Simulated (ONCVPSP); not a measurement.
**Zirconium: generating and testing an ONCV potential**

Do these settings give a usable potential? It is generated, then checked for transferability, scattering, ghosts and hardness.

The numbers are computed with ONCVPSP 4.0.1.1 (patched build) (PBE, scalar-relativistic, spin-unpolarised reference atom).

## Step 1: The design

The settings as typed:

| Property | Result |
| --- | --- |
| element | zirconium (Zr, Z = 40) |
| type | optimised norm-conserving Vanderbilt (ONCV) |
| frozen core | [Ar] 3d10 |
| valence charge | 12 |
| reference configuration | 4s2 4p6 4d2 5s1.5 5p0.5 |
| partial waves | 4s+5s: rc 2.20 bohr, ncon 5, nbas 8, qcut 4.6 1/bohr, 2 projectors; 4p+5p: rc 1.80 bohr, ncon 4, nbas 8, qcut 7.8 1/bohr, 3 projectors, debl 0.9 Ha; 4d: rc 1.90 bohr, ncon 3, nbas 8, qcut 3.7 1/bohr, 2 projectors, debl 2.1 Ha |
| local potential | polynomial inside 1.70 bohr (lpopt 5, dvloc0 4 Ha) |
| core correction | not asked for |

The nodes and maxima of the atom's own shells, from an earlier all-electron run, set the scale for the radii.

All-electron outer shells of the reference configuration (PBE, scalar-relativistic, ld1.x):

```json
{"shell": "3p", "level (eV)": "-318.29", "outermost node (bohr)": "0.18", "outermost maximum (bohr)": "0.40"}
{"shell": "3d", "level (eV)": "-175.34", "outermost node (bohr)": "–", "outermost maximum (bohr)": "0.35"}
{"shell": "4s", "level (eV)": "-55.14", "outermost node (bohr)": "0.55", "outermost maximum (bohr)": "1.08"}
{"shell": "4p", "level (eV)": "-33.09", "outermost node (bohr)": "0.56", "outermost maximum (bohr)": "1.17"}
{"shell": "5s", "level (eV)": "-4.81", "outermost node (bohr)": "1.47", "outermost maximum (bohr)": "3.11"}
{"shell": "4d", "level (eV)": "-4.14", "outermost node (bohr)": "0.58", "outermost maximum (bohr)": "1.59"}
{"shell": "5p", "level (eV)": "-1.77", "outermost node (bohr)": "1.70", "outermost maximum (bohr)": "4.10"}
```

## Step 2: Generation

The input, Zr.dat:

```
# ATOM AND REFERENCE CONFIGURATION
# atsym  z   nc   nv     iexc    psfile
  Zr 40.00    6    5        4      upf
#
#   n    l    f
    1    0    2.00
    2    0    2.00
    2    1    6.00
    3    0    2.00
    3    1    6.00
    3    2   10.00
    4    0    2.00
    4    1    6.00
    4    2    2.00
    5    0    1.50
    5    1    0.50
#
# PSEUDOPOTENTIAL AND OPTIMIZATION
# lmax
    2
#
#   l,   rc,      ep,       ncon, nbas, qcut
    0    2.20    0.00    5    8    4.60
    1    1.80    0.00    4    8    7.80
    2    1.90    0.00    3    8    3.70
#
# LOCAL POTENTIAL
# lloc, lpopt,  rc(5),   dvloc0
    4    5    1.70    4.00
#
# VANDERBILT-KLEINMAN-BYLANDER PROJECTORs
# l, nproj, debl
    0    2    1.60
    1    3    0.90
    2    2    2.10
#
# MODEL CORE CHARGE
# icmod, fcfact, rcfact
    0    0.00    0.00
#
# LOG DERIVATIVE ANALYSIS
# epsh1, epsh2, depsh
   -4.00    5.00    0.02
#
# OUTPUT GRID
# rlmax, drl
    6.00    0.01
#
# TEST CONFIGURATIONS
# ncnf
    4
# nvcnf
#   n    l    f
    5
    4    0    2.00
    4    1    6.00
    4    2    2.00
    5    0    2.00
    5    1    0.00
#
    5
    4    0    2.00
    4    1    6.00
    4    2    2.00
    5    0    1.00
    5    1    0.00
#
    5
    4    0    2.00
    4    1    6.00
    4    2    2.00
    5    0    0.00
    5    1    0.00
#
    5
    4    0    2.00
    4    1    6.00
    4    2    1.00
    5    0    0.00
    5    1    0.00
#
```

Run with:

```bash
oncvpsp.x < Zr.dat > Zr.out
```

Before running it: what results should come out? Wanted: cutoffs for 1 and 0.1 mHa per electron, occupied waves; bound ghosts; GHOST(+) flags; largest test error; largest phase difference near zero energy, channels read.

The runs gave:

```
                                                quantity                                                value
  cutoffs for 1 and 0.1 mHa per electron, occupied waves                                     65 Ha and 109 Ha
                                            bound ghosts                                           none found
                                          GHOST(+) flags                                   none at low energy
                            largest test error (AE − PS)  -6.5 meV, for 4s2 4p6 4d2 5s0 5p0 (1 test unsolved)
largest phase difference near zero energy, channels read                                            0.001 rad
```

By total energies transferability is good where solved: the largest error is 6.5 meV on 18.6 eV, for 4s2 4p6 4d2 5s0 5p0. Of the tests 1 gave no usable energy difference, which is a warning in itself. It counts as very hard, with 65 Ha needed at the looser tolerance. At the looser tolerance the 4d wave is the slowest; 4p needs 17 Ha. The program's ghost test flags no bound state. Near zero energy the phases of the channels with partial waves agree within 0.001 rad. All of this concerns the isolated atom, not yet a solid.
